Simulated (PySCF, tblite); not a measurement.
# C₄H₆FOSi radical: geometry, infrared bands and EPR parameters

Aim: predict the infrared bands and EPR parameters of C₄H₆FOSi radical (`O[C]1C=C([SiH2]F)C1`).

Computed with tblite 0.8.0 and PySCF 2.14.0, with density-fitted response routines of our own, on a single molecule in the gas phase. Atoms are numbered from 0 throughout.

## (1) Starting geometry

13 atoms, charge 0, multiplicity 2; geometry from: force field or distance geometry start.

Bonds of the start (Å): O0–C1 1.33, C1–C2 1.51, C2–C3 1.37, C3–Si4 1.88, Si4–F5 1.59, C3–C6 1.54, C6–C1 1.43, O0–H7 0.97, C2–H8 1.08, Si4–H9 1.48, Si4–H10 1.49, C6–H11 1.09, C6–H12 1.09.

## (2) Geometry optimisation with GFN2-xTB

The job: settings as JSON, then the geometry in Å.

```
{"job": {"kind": "relax", "xc": "GFN2-xTB", "basis": "xTB"}, "charge": 0, "multiplicity": 2}
O     -2.872400    -0.462400     0.454700
C     -1.583600    -0.231900     0.203500
C     -0.341700    -0.481100     1.031600
C      0.382700     0.039800    -0.004800
Si     2.215900     0.323700    -0.281800
F      3.010100    -0.165800     1.009800
C     -0.846300     0.311100    -0.895600
H     -3.007800    -0.847300     1.339300
H     -0.122800    -0.885300     2.011300
H      2.476500     1.768000    -0.504500
H      2.678900    -0.449100    -1.469300
H     -0.922100    -0.278500    -1.813400
H     -1.071700     1.359400    -1.098500
```

The run is started by

```bash
$ OMP_NUM_THREADS=1 python probes_run.py task.json out
```

One launch serves the whole session: the jobs run in the order shown.

What it wrote:

```text
step      E/eV     max force
  0    -601.18813    5.375
  1    -601.65093    1.229
  2    -601.69708    0.667
  3    -601.71645    0.309
  4    -601.72611    0.220
  5    -601.73318    0.242
  6    -601.73781    0.162
  7    -601.74232    0.182
  8    -601.74509    0.155
  9    -601.74639    0.105
 10    -601.74687    0.045
 11    -601.74711    0.049
 12    -601.74737    0.041
 13    -601.74759    0.051
 14    -601.74775    0.036
 15    -601.74788    0.032
 16    -601.74800    0.028
 17    -601.74810    0.028
 18    -601.74816    0.020
 19    -601.74819    0.016
 20    -601.74822    0.015
 21    -601.74825    0.019
 22    -601.74828    0.016
 23    -601.74831    0.016
 24    -601.74834    0.017
 25    -601.74838    0.021
 26    -601.74845    0.032
 27    -601.74856    0.037
 28    -601.74865    0.026
 29    -601.74870    0.011
 30    -601.74871    0.010
 31    -601.74872    0.009
```

Wall time 0.15 s (1 thread of Arm Neoverse V2, shared host).

Step by step:

```csv
step,energy from step 0 (eV),largest force (eV/Å)
0,0.0000,5.3748
1,-0.4628,1.2287
2,-0.5090,0.6674
3,-0.5283,0.3085
4,-0.5380,0.2202
5,-0.5450,0.2421
6,-0.5497,0.1621
7,-0.5542,0.1823
8,-0.5570,0.1548
9,-0.5583,0.1054
10,-0.5587,0.0450
11,-0.5590,0.0486
12,-0.5592,0.0409
13,-0.5595,0.0512
14,-0.5596,0.0364
15,-0.5598,0.0323
16,-0.5599,0.0279
17,-0.5600,0.0281
18,-0.5600,0.0198
19,-0.5601,0.0159
20,-0.5601,0.0153
21,-0.5601,0.0193
22,-0.5602,0.0162
23,-0.5602,0.0158
24,-0.5602,0.0166
25,-0.5602,0.0210
26,-0.5603,0.0321
27,-0.5604,0.0371
28,-0.5605,0.0260
29,-0.5606,0.0114
30,-0.5606,0.0104
31,-0.5606,0.0094
```

Close pairs (by a distance rule), those that changed most:

```
   bond  before (Å)  after (Å)  change (Å)
  C1–C2       1.513      1.375      -0.138
  C1–C6       1.431      1.508      +0.078
  C2–C3       1.368      1.410      +0.042
 C3–Si4       1.876      1.841      -0.035
Si4–H10       1.491      1.461      -0.030
 Si4–H9       1.484      1.461      -0.024
 Si4–F5       1.593      1.614      +0.020
  C3–C6       1.542      1.530      -0.012
```

The end geometry stands in the next job.

## (3) Vibrational analysis with GFN2-xTB

The job: settings as JSON, then the geometry in Å.

```
{"job": {"kind": "ir", "xc": "GFN2-xTB", "basis": "xTB"}, "charge": 0, "multiplicity": 2}
O     -2.879232    -0.474190     0.494510
C     -1.569102    -0.270270     0.297674
C     -0.397518    -0.466092     0.990504
C      0.400495     0.055843    -0.048104
Si     2.193428     0.347277    -0.344703
F      2.976364    -0.153806     0.974462
C     -0.849208     0.310586    -0.893725
H     -3.034498    -0.867722     1.362616
H     -0.160858    -0.865632     1.959406
H      2.550696     1.758777    -0.462623
H      2.752396    -0.460539    -1.425862
H     -0.921369    -0.269347    -1.812447
H     -1.065981     1.355601    -1.109436
```

What it wrote:

```text
mode    cm-1     km/mol
  1      40.6      6.34
  2      87.7      0.74
  3      99.8      5.48
  4     239.6      2.58
  5     277.8      0.00
  6     396.4     17.55
  7     401.3     57.05
  8     464.2    106.85
  9     465.9     48.16
 10     502.6    134.24
 11     557.4     43.71
 12     719.5    219.94
 13     738.6      7.22
 14     796.4    335.75
 15     803.4      8.72
 16     810.0    252.20
 17     964.3      3.02
 18    1004.9     19.99
 19    1027.1      0.99
 20    1048.3     63.26
 21    1103.2     19.36
 22    1141.6    242.17
 23    1175.8      5.93
 24    1317.1     14.46
 25    1399.4      1.98
 26    1445.4     12.03
 27    1605.2    499.84
 28    2248.1    392.69
 29    2285.8    198.01
 30    2985.3     27.14
 31    3002.2     34.79
 32    3128.6     34.82
 33    3497.8     38.63
```

Wall time 0.32 s (1 thread of Arm Neoverse V2, shared host).

Which atoms move in the most intense modes:

```csv
cm⁻¹,km/mol,atoms
503,134.2,"H9 37 %, H10 37 %, Si4 14 %"
720,219.9,"H10 31 %, H9 31 %, O0 12 %"
796,335.8,"H10 46 %, H9 46 %"
810,252.2,"F5 52 %, Si4 43 %"
1142,242.2,"H7 34 %, C2 16 %, O0 16 %, H8 15 %"
1605,499.8,"C1 61 %, C2 20 %"
2248,392.7,"H10 48 %, H9 47 %"
2286,198.0,"H9 49 %, H10 49 %"
```

## (4) EPR parameters: B3LYP/pcH-1

The job, as its differences from that of step 3:

```diff
@@ -1,2 +1,2 @@
-{"job": {"kind": "ir", "xc": "GFN2-xTB", "basis": "xTB"}, "charge": 0, "multiplicity": 2}
+{"job": {"kind": "epr", "basis": "pcH-1"}, "charge": 0, "multiplicity": 2}
 O     -2.879232    -0.474190     0.494510
```

With the program's defaults for keys left out, this is: UKS B3LYP, pcH-1 on C F H O Si, non-relativistic, mean-field spin-orbit, GIAO.

What it wrote:

```text
UKS, coarse grid
  cycle   1  E = -620.46230290  |g| = 6.00e-01
  cycle   2  E = -620.32538856  |g| = 9.04e-01
  cycle   3  E = -620.58495180  |g| = 7.49e-02
  cycle   4  E = -620.58661182  |g| = 4.01e-02
  cycle   5  E = -620.58737529  |g| = 1.20e-02
  cycle   6  E = -620.58744563  |g| = 6.77e-03
  cycle   7  E = -620.58748030  |g| = 2.38e-03
  cycle   8  E = -620.58748843  |g| = 5.64e-04
UKS, final grid
  cycle   1  E = -620.58738284  |g| = 7.02e-04
  cycle   2  E = -620.58738256  |g| = 1.08e-03
  cycle   3  E = -620.58738310  |g| = 8.17e-05
  cycle   4  E = -620.58738310  |g| = 7.72e-05
  cycle   5  E = -620.58738311  |g| = 2.82e-05
E = -620.58738311 Eh   <S^2> = 0.7674 (exact 0.7500)
g shifts (ppm)      1          2          3
  rmc          -167       -167       -167
  gc             -5         38         23
  oz_so          28        937       1089
  total        -145        808        944
hyperfine (MHz)  atom isotope    a_iso     a_fc   dipolar eigenvalues
    0   17O     -13.18     -13.22    -39.68     19.15     20.52
    1   13C      49.65      49.65    -40.52    -39.27     79.79
    2   13C     -38.19     -38.20    -17.57      7.73      9.83
    3   13C      59.44      59.54    -53.65    -51.87    105.52
    4  29Si      39.89      39.94     -1.41     -0.92      2.32
    5   19F      -3.57      -3.54     -3.21      1.29      1.92
    6   13C     -25.21     -25.22     -1.99      0.45      1.53
    7    1H      -7.02      -7.05     -7.97     -5.51     13.49
    8    1H       5.86       5.86     -3.85      1.56      2.30
    9    1H      41.71      41.71     -2.73     -1.42      4.15
   10    1H      41.57      41.57     -2.73     -1.42      4.15
   11    1H      12.07      12.07     -5.41     -0.64      6.05
   12    1H      12.05      12.05     -5.40     -0.64      6.05
```

It took 67 s on 1 thread of Arm Neoverse V2, shared host; peak memory 0.88 GiB.

Principal g values 2.00217, 2.00313, 2.00326; g(iso) = 2.00286, against 2.00232 for a free electron.

Hyperfine couplings; where a row names several nuclei, a(iso) is their mean (it holds for fast rotation or exchange) and the dipolar term the largest among them:

```
  nuclei  isotope  a(iso) (MHz)  a(iso) (G, at g = 2.0023)  largest dipolar term (MHz)
      C3      13C          59.4                       21.2                       105.5
      C1      13C          49.6                       17.7                        79.8
 H9, H10       1H          41.6                       14.9                         4.2
     Si4     29Si          39.9                       14.2                         2.3
      C2      13C         -38.2                      -13.6                       -17.6
      C6      13C         -25.2                       -9.0                        -2.0
      O0      17O         -13.2                       -4.7                       -39.7
H11, H12       1H          12.1                        4.3                         6.1
      H7       1H          -7.0                       -2.5                        13.5
      H8       1H           5.9                        2.1                        -3.9
      F5      19F          -3.6                       -1.3                        -3.2
```

Mulliken spin populations:

O0 0.08; C1 0.44; C2 -0.18; C3 0.69; Si4 -0.01; F5 0.00; C6 -0.07; H7 0.00; H8 0.00; H9 0.02; H10 0.02; H11 0.01; H12 0.01

In first order the couplings over 0.8 MHz of 1H, 19F give 72 distinct lines over 44.2 G, if the averaged nuclei exchange fast.

The fields below are evaluated on a grid from the run's orbitals.

ELF in a plane through or near 9 of the atoms.

Ten even steps from ' ' (0.00) to '@' (1.00):
```
                                                        
                                                        
                                                        
                                                        
                              ..                        
                          ..====--..                    
                          ::****++::                    
            ..::::......::**::++++**..  ==**==..        
          ..--==..  --****%%##--@@%%--==%%%%##--        
          ..--..++++--@@==--**==**::==##++%%##--        
            ..  ####::@@--..##==##::==##++##**..        
            --==....::**++%%++::%%%%----%%@@%%==        
          --##%%%%**....::++::==++==....##@@@@**        
        ..++%%==++%%--    --@@@@@@==    ::####::        
          --##%%%%##--    ++@@@@@@##                    
            ..----::      ++@@@@@@**                    
                          ..##%%**::                    
                                                        
                                                        
                                                        
```
The map spans 11.9 Å across and 9.3 Å up, centred on the molecule. Atoms in the plane (x, y in Å): O0 (3.0, 0.0), C1 (1.6, 0.0), C2 (0.6, -1.0), C3 (-0.4, 0.0), Si4 (-2.2, -0.1), F5 (-2.7, -1.6), C6 (0.6, 1.1), H7 (3.3, -0.8), H8 (0.7, -2.0).

On the surface of density 0.002 e/bohr³ the electrostatic potential runs, from the 1st to the 99th percentile, from -1.28 V near F5 to 2.78 V near H7.

The spin density lies nearest to C3 44 %; C1 28 %; C2 8 % (beta excess); O0 8 %.

## (5) What came out

| quantity | value |
| --- | --- |
| strongest single infrared mode (GFN2-xTB) | 1605 cm⁻¹, 500 km/mol |
| zero-point energy (GFN2-xTB) | 54.0 kcal/mol |
| g(iso) (B3LYP) | 2.00286 |
| ⟨S²⟩ | 0.767 (exact 0.75) |
| largest a(iso) (averaged by class) | 13C on C3, 59.4 MHz |
| surface potential, 1st and 99th percentile | -1.28 V and 2.78 V |

In words: Over 31 steps the energy fell by 0.561 eV; of the close pairs, C1–C2 changed most, 1.513 to 1.375 Å. All 33 modes are real, so the xTB geometry is a minimum. The strongest single mode, at 1605 cm⁻¹, moves mainly C1. GFN2-xTB is a fitted tight-binding method: band positions and strengths are rough. Its intensities can rank the bands wrongly. The largest share of the spin, 0.69 e, sits on C3. The isotropic g lies 0.5 ppt above the free-electron value.
